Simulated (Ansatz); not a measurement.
# SiGePH (triplet): the correlation ladder at a displaced geometry (v1), cc-pVDZ

An exercise on one series of results from a longer session: the logs are not shown, and one member is left open.

Method: cc-pVDZ, core rule «outside noble gas», up to 24 orbitals frozen; program: Ansatz 0.2.0, Gaussian basis.

The runs, in order: UHF; CCSD(T) on ROHF; CCSD(T) on UHF; BCCD(T) on ROHF; CISD; CCSDT(Q) on ROHF; CCSDT(Q) on UHF.

25 further runs of the same task are left out: 13 that didn't finish, 12 set aside as unsound or not needed.

### What is computed

The geometry is a PBE0/def2-TZVP stationary point (not a proven minimum) with its atoms shifted at random (size 0.040 Å). No spin-orbit coupling is included. The filled d shell of Ge may be among the frozen orbitals whatever the setting's name suggests; the logs give the count.

4 atoms, charge 0, spin multiplicity 3.

Atoms are counted from 1 here; the program's logs count them from 0.

Bond lengths: Ge1–Si2 2.565 Å, Ge1–P3 2.228 Å, Si2–P3 2.100 Å, Si2–H4 1.465 Å. Angles: Si2–Ge1–P3 51.4°, Ge1–Si2–P3 56.0°, Ge1–Si2–H4 111.3°, P3–Si2–H4 121.2°, Ge1–P3–Si2 72.6°.

Geometry (Å):

```tsv
atom	x (Å)	y (Å)	z (Å)
Ge1	-0.0006	0.1959	0.9579
Si2	-0.1160	0.7548	-1.5432
P3	0.0722	-1.1933	-0.7830
H4	1.0574	1.5183	-1.9734
```

The first run:

in.yaml

```yaml
crystal:
  periodic: [false, false, false]
  atoms:
    - {symbol: Ge, position_ang: [-0.000595, 0.195928, 0.957913]}
    - {symbol: Si, position_ang: [-0.116022, 0.754837, -1.543197]}
    - {symbol: P, position_ang: [0.072190, -1.193349, -0.782993]}
    - {symbol: H, position_ang: [1.057371, 1.518262, -1.973422]}
basis:
  gaussian: {orbitals: cc-pVDZ}
magnetization: {spin_polarized: true, initial_magnetization: 2}
hamiltonian: {xc: hf}
output: {orbitals: {seedname: orbitals}}
```

Started as:

```bash
ansatz run in.yaml --threads 1 --pin off --events-out ev --progress --plain --max-ram 2393MiB
```

Among the steps run: UHF; CCSD(T) on ROHF; CCSD(T) on UHF; BCCD(T) on ROHF; CISD; CCSDT(Q) on ROHF; CCSDT(Q) on UHF.

One table of the session follows, with a row left open; its other results are not shown here.

It belongs to the step «Misses and costs». 

```
   method  from UCCSDT(Q) (meV)
     ROHF               +8709.2
      UHF               +8532.0
     RMP2               +1353.9
     UMP2               +1421.9
     CISD               +1529.9
    RCCSD                +538.6
    UCCSD                +528.2
 RCCSD(T)                 +82.4
 UCCSD(T)                     ?
  BCCD(T)                 +81.6
   RCCSDT                 +48.3
   UCCSDT                 +45.6
RCCSDT(Q)                  +5.4
UCCSDT(Q)                     0
```

Q: Estimate the row for UCCSD(T) from the others.

As computed: from UCCSDT(Q) (meV): +84.3. In the column «from UCCSDT(Q) (meV)» it lies between RCCSD(T) (+82.4) and UCCSD (+528.2).

To keep in mind: Restricted and unrestricted rows rest on different reference determinants; where their highest levels disagree by more than a few hundredths of an eV, they describe different states and don't form one ladder.
